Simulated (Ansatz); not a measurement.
**KHO: a ladder of functionals and wavefunction methods**

An exercise on one series of results from a longer session: the logs are not shown, and one member is left open.

Method: functionals in def2-TZVPP, the program's frozen cores in correlated methods; program: Ansatz 0.2.0, Gaussian basis.

Plan: LDA (SPW92), PBE-D4, revPBE-D4, BLYP-D4, r2SCAN-D4, B97M-V, PBE0-D4, B3LYP-D4, r2SCANh-D4, r2SCAN0-D4, HSE06-D4, BHLYP-D4, CAM-B3LYP-D4, LC-ωPBE, ωB97X-V, ωB97M-V, B2PLYP, PBE-QIDH; CCSD(T)/def2-SVP; CCSD(T)/def2-TZVPP; CCSD(T)/def2-QZVPP; extrapolation to the limit; RPA on PBE.

## Structure used throughout

An earlier PBE0-D4 in a triple-zeta def2 set relaxation fixed the geometry.

3 atoms, charge 0, spin multiplicity 1.

Atoms are counted from 1 here; the program's logs count them from 0.

Bond lengths: O1–K2 2.210 Å, O1–H3 0.955 Å. Angles: K2–O1–H3 180.0°.

The first run:

Contents of in.yaml:

```yaml
crystal:
  periodic: [false, false, false]
  atoms:
    - {symbol: O, position_ang: [-0.368828, 0.046828, -0.196855]}
    - {symbol: K, position_ang: [1.559619, -0.315608, 0.819383]}
    - {symbol: H, position_ang: [-1.201790, 0.203980, -0.635728]}
basis:
  gaussian: {orbitals: def2-TZVPP}
hamiltonian: {xc: lda}
output: {orbitals: {seedname: orbitals}}
```

Steps of the session up to this table: LDA; PBE-D4 (GGA); revPBE-D4 (GGA); BLYP-D4 (GGA); r2SCAN-D4 (meta-GGA); B97M-V (meta-GGA); PBE0-D4 (hybrid); B3LYP-D4 (hybrid); r2SCANh-D4 (hybrid); r2SCAN0-D4 (hybrid); HSE06-D4 (hybrid); BHLYP-D4 (hybrid); CAM-B3LYP-D4 (range-separated); LC-ωPBE-D4 (range-separated; the results give it without D4); ωB97X-V (range-separated); ωB97M-V (range-separated); B2PLYP (double hybrid); PBE-QIDH (double hybrid).

One table of the session follows, with a row left open; its other results are not shown here.

It belongs to the step «Frontier levels by functional». 

```
  functional  HOMO (eV)  LUMO (eV)  gap (eV)
 LDA (SPW92)      -3.56      -1.28      2.27
      PBE-D4      -3.34      -1.36      1.98
   revPBE-D4      -3.25      -1.45      1.81
     BLYP-D4      -3.28      -1.44      1.84
   r2SCAN-D4      -3.53      -0.68      2.85
      B97M-V      -3.60      -1.19      2.40
     PBE0-D4      -4.80      -0.88      3.92
    B3LYP-D4      -4.60      -1.16      3.44
  r2SCANh-D4      -4.11      -0.59      3.52
  r2SCAN0-D4      -4.99      -0.48      4.51
    HSE06-D4      -4.39      -1.14      3.25
    BHLYP-D4      -6.30      -0.66      5.64
CAM-B3LYP-D4          ?          ?         ?
     LC-ωPBE      -7.66       0.10      7.76
     ωB97X-V      -7.32       0.15      7.47
     ωB97M-V      -7.31      -0.43      6.88
```

Estimate the missing values for CAM-B3LYP-D4.

The run gave: HOMO (eV): -6.34; LUMO (eV): -0.54; gap (eV): 5.80. In the column «HOMO (eV)» it lies between ωB97M-V (-7.31) and BHLYP-D4 (-6.30).
